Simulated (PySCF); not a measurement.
# TaH₆⁻: rigid scans about the minimum

How stiff is TaH₆⁻ (singlet) against rigid distortions? The scans start from its PBE0 minimum.

The runs use PySCF 2.14.0; PBE0, basis Ta def2-TZVPD with ECP60, H def2-TZVPD, scalar-relativistic core potentials, no spin–orbit coupling, density fitting.

## Step 1: Starting geometry

7 atoms, charge -1, spin multiplicity 1.

Bond lengths: Ta1–H2 1.781 Å, Ta1–H3 1.781 Å, Ta1–H4 1.781 Å, Ta1–H5 1.834 Å, Ta1–H6 1.834 Å, Ta1–H7 1.834 Å. Angles: H2–Ta1–H3 69.7°, H2–Ta1–H4 69.7°, H2–Ta1–H5 73.5°, H2–Ta1–H6 127.9°, H2–Ta1–H7 127.9°, H3–Ta1–H4 69.7°, H3–Ta1–H5 127.9°, H3–Ta1–H6 73.5°, H3–Ta1–H7 127.9°, H4–Ta1–H5 127.9°, H4–Ta1–H6 127.9°, H4–Ta1–H7 73.5°, H5–Ta1–H6 103.7°, H5–Ta1–H7 103.7°, H6–Ta1–H7 103.7°.

```xyz
7
charge -1 multiplicity 1
Ta    0.0000    0.0000    0.0000
H     1.1749    0.0000    1.3379
H    -0.5874    1.0175    1.3379
H    -0.5874   -1.0175    1.3379
H     1.6659    0.0000   -0.7680
H    -0.8330    1.4427   -0.7680
H    -0.8329   -1.4427   -0.7680
```

## Step 2: Breathing scan

One driver script runs all scans and calls PySCF for each point, on a (75, 302) grid.

Command:

```sh
OMP_NUM_THREADS=2 python axn.py task.json out
```

A rigid scan with PBE0: all bonds to the central atom are scaled together. Each point starts from its neighbour's orbitals, and energies count from the minimum. Dipoles of the ion refer to the centre of mass.

| scale of all bonds to the centre | energy (kJ/mol) | dipole size (D) |
| --- | --- | --- |
| 0.88 | 214.2 | 2.07 |
| 0.92 | 87.3 | 2.03 |
| 0.96 | 20.0 | 2.00 |
| 1.00 | 0.0 | 1.97 |
| 1.04 | 16.9 | 1.95 |
| 1.08 | 62.3 | 1.93 |
| 1.14 | 169.0 | 1.89 |
| 1.22 | 356.3 | 1.85 |
| 1.35 | 705.0 | 1.78 |

The scan needed 14 s of wall time on 2 threads of Arm Neoverse V1, shared host.

## Step 3: Stretching one bond

A rigid scan with PBE0: the bond from Ta to the last atom (H) is scaled and the rest held.

| scale of one bond | energy (kJ/mol) | dipole size (D) |
| --- | --- | --- |
| 0.92 | 12.7 | 2.29 |
| 0.96 | 2.9 | 2.13 |
| 1.00 | 0.0 | 1.97 |
| 1.05 | 3.6 | 1.81 |
| 1.12 | 17.8 | 1.68 |
| 1.20 | 41.6 | 1.69 |
| 1.35 | 94.2 | 2.24 |
| 1.55 | 161.5 | 3.52 |
| 1.80 | 229.3 | 5.36 |
| 2.20 | 302.3 | 8.16 |

The scan took 15 s.

A restricted determinant lies too high at long bonds, where the pair should uncouple.

## Step 4: Results

| quantity | value |
| --- | --- |
| all bonds 4 % longer | 16.9 kJ/mol |
| one bond 20 % longer | 41.6 kJ/mol |

In words: Shortening all bonds by 4 % costs 20.0 kJ/mol and lengthening them 16.9: the wall is steeper on the short side. The stability of the closed-shell solution was not tested. With an element this heavy the missing spin–orbit coupling can shift these numbers.
